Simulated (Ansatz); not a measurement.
## Br₂GaH, SMILES [Br][GaH][Br]: an active-space calculation

Run with Ansatz 0.2.0 through its Python package.

`cas_br2gah.py`:
```python
"""Static correlation in Br2GaH: natural occupations of an active space."""

import ansatz as az

geometry_ang = [
    ("Br", [-2.0058, 0.1541, -0.5944]),
    ("Ga", [0.1374, 0.0987, -0.1391]),
    ("Br", [1.0779, -1.6505, 0.9063]),
    ("H", [0.846, 1.3373, -0.1931]),
]
molecule = az.Crystal.molecule()
for symbol, xyz in geometry_ang:
    molecule = molecule.atom(symbol, xyz)

model = (
    molecule.calculation()
    .basis(gaussian="def2-SVP")
    .correlation(active_electrons=2, active_orbitals=2)
)
for method in [None]:
    data = (model if method is None else model.correlation(method)).run(threads=1, pin="off").report
    space = data["configurations"]
    state = space["states"][0]
    print(method or "casscf", f"total {data['free_energy_ev'] / 27.211386246:.6f} Ha, active-space state {state['energy']['hartree']:.6f} Ha, mean field {data['reference_energy_ev'] / 27.211386246:.6f} Ha")
    print("  determinants", state["n_determinants"], " natural occupations", [round(n, 3) for n in space["natural_occupations"]])
print("effectively unpaired electrons, sum of min(n, 2 - n):", round(sum(min(n, 2 - n) for n in space["natural_occupations"]), 3))
```

Running `python cas_br2gah.py` prints:
```text
casscf total -7067.907172 Ha, active-space state -7067.907172 Ha, mean field -7067.894272 Ha
  determinants 4  natural occupations [1.981, 0.019]
effectively unpaired electrons, sum of min(n, 2 - n): 0.037
```

Total energies depend on the basis set; only differences at equal settings carry meaning. The geometry is a force-field or estimated start, not a minimum of this method, and the basis set is short of its limit. The active space starts as a window about the frontier orbitals and is then optimised, not chosen by chemistry. Timing: 16 s on 1 thread of Arm Neoverse V2, with other jobs on the host, peak memory 0.4 GiB.

(Lines on the test bed's own set-up are left out of the output.)
